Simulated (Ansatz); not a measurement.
# Bi2Te3 (Tellurobismuthite): the cost of one run

Computed with Ansatz 0.2.0 (DFT PBE, scalar-relativistic, plane waves, PAW, unless a step's input says otherwise).

3 further runs of the same task are left out: 1 that didn't finish, 2 set aside as unsound or not needed.

**1. The structure to begin with**

It takes space group R-3m (No. 166, trigonal). The conventional cell has a = 4.448 Å, b = 4.448 Å, c = 32.051 Å, α = 90.00°, β = 90.00°, γ = 120.00°. Around Bi (site symmetry 3m) lie 6 Te at 3.09 to 3.29 Å. Te (site symmetry -3m) has 6 Bi at 3.29 Å as nearest neighbours. Around Te (site symmetry 3m) lie 3 Bi at 3.09 Å.

As a file:

```cif
data_structure
_symmetry_space_group_name_H-M 'P 1'
_symmetry_Int_Tables_number 1
_cell_length_a 10.9879
_cell_length_b 10.9879
_cell_length_c 10.9879
_cell_angle_alpha 23.356
_cell_angle_beta 23.356
_cell_angle_gamma 23.356
_cell_volume 183.07
loop_
_atom_site_label
_atom_site_type_symbol
_atom_site_fract_x
_atom_site_fract_y
_atom_site_fract_z
_atom_site_occupancy
Bi1 Bi 0.39742 0.39742 0.39742 1
Bi2 Bi 0.60258 0.60258 0.60258 1
Te1 Te 0.00000 0.00000 0.00000 1
Te2 Te 0.21562 0.21562 0.21562 1
Te3 Te 0.78438 0.78438 0.78438 1
```

This cell was relaxed beforehand with the same method: volume 36.61 Å³/atom, gap on the mesh 0.52 eV.

**2. Relaxing to 0.001 eV/Å**

Response runs need a geometry at rest under their own mesh and occupations; hence this stricter relaxation.

Contents of input.yaml:

```yaml
crystal:
  lattice:
    - [2.2240699087, 1.2840673605, 10.6836060163]
    - [-2.2240699087, 1.2840673605, 10.6836060163]
    - [0.0, -2.568134721, 10.6836060163]
  atoms:
    - { symbol: Bi, position: [0.3974180621, 0.3974180621, 0.3974180621] }
    - { symbol: Bi, position: [0.6025819379, 0.6025819379, 0.6025819379] }
    - { symbol: Te, position: [0.0, 0.0, 0.0] }
    - { symbol: Te, position: [0.2156238326, 0.2156238326, 0.2156238326] }
    - { symbol: Te, position: [0.7843761674, 0.7843761674, 0.7843761674] }
basis:
  ecutwfc: 420
kpoints:
  mp_grid: { grid: [9, 9, 9] }
hamiltonian:
  xc: pbe
scf:
  occupations: { method: fixed }
output:
  forces: true
  stress: true
  eigenvalues: true
relax:
  adjacent_minimum: "off"
  f_tol: 0.001
  max_steps: 60
  cell: { stress_tol: 0.01 }
```

Launch:

```console
$ ansatz run input.yaml --threads 2 --pin off --max-ram 5120MiB --backend cpu --events-out ev --progress --plain --runs-dir out
```

Q: Estimate wall time and peak memory on 2 threads of Intel Xeon at 2.70GHz, shared host.

About 47 s, with a peak of 0.83 GiB.
